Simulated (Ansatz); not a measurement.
**SnCl₃ radical: up Jacob's ladder to CCSD(T)**

Aim: compute SnCl₃ radical with functionals from several rungs and with coupled cluster. The yardstick is the atomisation energy at the CCSD(T) limit.

Method: functionals in def2-TZVPP, the program's frozen cores in correlated methods; program: Ansatz 0.2.0, Gaussian basis.

The runs, in order: LDA (SPW92), PBE-D4, revPBE-D4, BLYP-D4, r2SCAN-D4, B97M-V, PBE0-D4, B3LYP-D4, r2SCANh-D4, r2SCAN0-D4, HSE06-D4, BHLYP-D4, CAM-B3LYP-D4, LC-ωPBE, ωB97X-V, ωB97M-V, B2PLYP, PBE-QIDH; CCSD(T)/def2-SVP; CCSD(T)/def2-TZVPP; MP2/def2-QZVPP; extrapolation to the limit; RPA on PBE.

**1. The geometry**

All runs share one geometry, relaxed beforehand with PBE0-D4 in a triple-zeta def2 set. Sn takes the def2 core potential; no spin-orbit term is included.

SMILES `[Cl][Sn]([Cl])[Cl]`, 4 atoms, charge 0, spin multiplicity 2.

Atoms are counted from 1 here; the program's logs count them from 0.

Bond lengths: Cl1–Sn2 2.330 Å, Sn2–Cl3 2.330 Å, Sn2–Cl4 2.330 Å. Angles: Cl1–Sn2–Cl3 107.6°, Cl1–Sn2–Cl4 107.6°, Cl3–Sn2–Cl4 107.6°.

Coordinates:

```xyz
4
Cl3Sn
Cl    0.6762    0.5239    2.0034
Sn   -0.5893   -0.1212    0.1557
Cl    0.3942   -2.0342   -0.7411
Cl   -0.4255    1.5710   -1.4382
```

**2. LDA**

This LDA is Slater exchange with PW92 correlation.

in.yaml

```yaml
crystal:
  periodic: [false, false, false]
  atoms:
    - {symbol: Cl, position_ang: [0.676192, 0.523871, 2.003353]}
    - {symbol: Sn, position_ang: [-0.589300, -0.121156, 0.155743]}
    - {symbol: Cl, position_ang: [0.394214, -2.034164, -0.741059]}
    - {symbol: Cl, position_ang: [-0.425508, 1.571049, -1.438236]}
basis:
  gaussian: {orbitals: def2-TZVPP}
magnetization: {spin_polarized: true, initial_magnetization: 1}
hamiltonian: {xc: lda}
output: {orbitals: {seedname: orbitals}}
```

Command:

```bash
$ ansatz run in.yaml --threads 4 --pin off --events-out ev --progress --plain --max-ram 10444MiB
```

The runs that follow: PBE-D4 (GGA); revPBE-D4 (GGA); BLYP-D4 (GGA); r2SCAN-D4 (meta-GGA); B97M-V (meta-GGA); B3LYP-D4 (hybrid); r2SCANh-D4 (hybrid); r2SCAN0-D4 (hybrid); HSE06-D4 (hybrid); BHLYP-D4 (hybrid); CAM-B3LYP-D4 (range-separated); LC-ωPBE (range-separated); ωB97X-V (range-separated); ωB97M-V (range-separated); B2PLYP (double hybrid); PBE-QIDH (double hybrid); CCSD(T) in def2-SVP; CCSD(T) in def2-TZVPP; MP2 in def2-QZVPP; RPA on PBE orbitals.

**Question.** What will the summary of the whole plan be? Wanted: atomisation energy, CCSD(T)/CBS; farthest beyond LDA; mean size of error, GGA; mean size of error, meta-GGA; mean size of error, hybrid; mean size of error, range-separated; mean size of error, double hybrid; gap, smallest and largest; T1 diagnostic.

**Answer**, as computed:

| quantity | value |
| --- | --- |
| atomisation energy, CCSD(T)/CBS | 973.9 kJ/mol |
| functionals within 9.7 kJ/mol (1.0 %) | revPBE-D4, PBE0-D4, r2SCANh-D4, HSE06-D4, ωB97X-V, ωB97M-V |
| farthest beyond LDA | BHLYP-D4 (-61.2 kJ/mol) |
| mean size of error, GGA | 18.8 kJ/mol |
| mean size of error, meta-GGA | 34.3 kJ/mol |
| mean size of error, hybrid | 19.6 kJ/mol |
| mean size of error, range-separated | 19.6 kJ/mol |
| mean size of error, double hybrid | 26.9 kJ/mol |
| gap, smallest and largest | 0.55 eV (LDA (SPW92)), 7.33 eV (LC-ωPBE) |
| T1 diagnostic | 0.0152 |
| triples share of the correlation energy | 3.9 % |

In words: LDA overbinds by 183.1 kJ/mol (19 %). PBE-D4 misses by +36.2 kJ/mol. Double hybrids carry the basis error of their MP2 part in triple zeta, and no dispersion term here, so their miss is partly the set-up's. By mean error the best rung here is GGA (18.8 kJ/mol) and the worst beyond LDA is meta-GGA (34.3 kJ/mol). The gap between the best rungs is small, so their order is not settled. RPA and LDA stand outside this count. Misses under about 9.7 kJ/mol are within the doubt on the reference itself, which lacks core-valence correlation, spin-orbit coupling and higher excitations, and its outer-core shells are covered unevenly. All levels share the lack of spin-orbit coupling, which lowers the free heavy atoms and so the true binding. Hartree-Fock recovers 68 % of the binding; the rest is correlation. CCSD(T) in def2-SVP is off by -139.8 kJ/mol, so the small basis spoils what the method gains. Orbital gaps span 0.6 to 7.3 eV; exact exchange widens them. Correlated methods include outer-core shells of Sn, which these sets cover unevenly.
